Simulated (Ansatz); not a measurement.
# Ba2CdBr6: the cost of one run

Computed with Ansatz 0.2.0 (DFT PBE, scalar-relativistic, plane waves, PAW, unless a step's input says otherwise).

### Step 1. The structure to begin with

Symmetry: Fm-3m, No. 225, cubic system. Conventional cell: a = 11.019 Å, b = 11.019 Å, c = 11.019 Å, α = 90.00°, β = 90.00°, γ = 90.00°. Ba (site symmetry -43m) is surrounded by 12 Br at 3.90 Å. Cd (site symmetry m-3m) is surrounded by 6 Br at 2.75 Å. Br (site symmetry 4mm) is surrounded by 1 Cd at 2.75 Å and 4 Ba at 3.90 Å.

As a file:

```cif
data_structure
_symmetry_space_group_name_H-M 'Fm-3m'
_symmetry_Int_Tables_number 225
_cell_length_a 11.0191
_cell_length_b 11.0191
_cell_length_c 11.0191
_cell_angle_alpha 90.000
_cell_angle_beta 90.000
_cell_angle_gamma 90.000
_cell_volume 1337.96
loop_
_atom_site_label
_atom_site_type_symbol
_atom_site_symmetry_multiplicity
_atom_site_Wyckoff_symbol
_atom_site_fract_x
_atom_site_fract_y
_atom_site_fract_z
_atom_site_occupancy
Ba1 Ba 8 c 0.25000 0.75000 0.75000 1
Cd1 Cd 4 a 0.00000 0.00000 0.00000 1
Br1 Br 24 e 0.25000 0.00000 0.00000 1
```

A structure generator made this guess: ordered vacancies on the cation sites of perovskite (Fm-3m, No. 225). Its size is a rough estimate.

### Step 2. A first look at the guess

Input file input.yaml:

```yaml
crystal:
  lattice:
    - [0.0, 5.50957474, 5.50957474]
    - [5.50957474, 0.0, 5.50957474]
    - [5.50957474, 5.50957474, 0.0]
  atoms:
    - { symbol: Ba, position: [0.25, 0.25, 0.25] }
    - { symbol: Ba, position: [0.75, 0.75, 0.75] }
    - { symbol: Cd, position: [0.0, 0.0, 0.0] }
    - { symbol: Br, position: [0.75, 0.25, 0.25] }
    - { symbol: Br, position: [0.25, 0.75, 0.75] }
    - { symbol: Br, position: [0.25, 0.75, 0.25] }
    - { symbol: Br, position: [0.75, 0.25, 0.75] }
    - { symbol: Br, position: [0.25, 0.25, 0.75] }
    - { symbol: Br, position: [0.75, 0.75, 0.25] }
basis:
  ecutwfc: 420
kpoints:
  mp_grid: { grid: [4, 4, 4] }
hamiltonian:
  xc: pbe
scf:
  occupations: { method: gaussian, width: 0.1 }
  lower_state_search: "off"
output:
  forces: true
  stress: true
  eigenvalues: true
```

Started as:

```console
ansatz run input.yaml --threads 1 --pin off --max-ram 2560MiB --backend cpu --events-out ev --progress --plain --runs-dir out
```

Q: Estimate wall time and peak memory on 1 thread of Intel Xeon at 2.70GHz, shared host.

About 8.5 s, with a peak of 0.6 GiB.
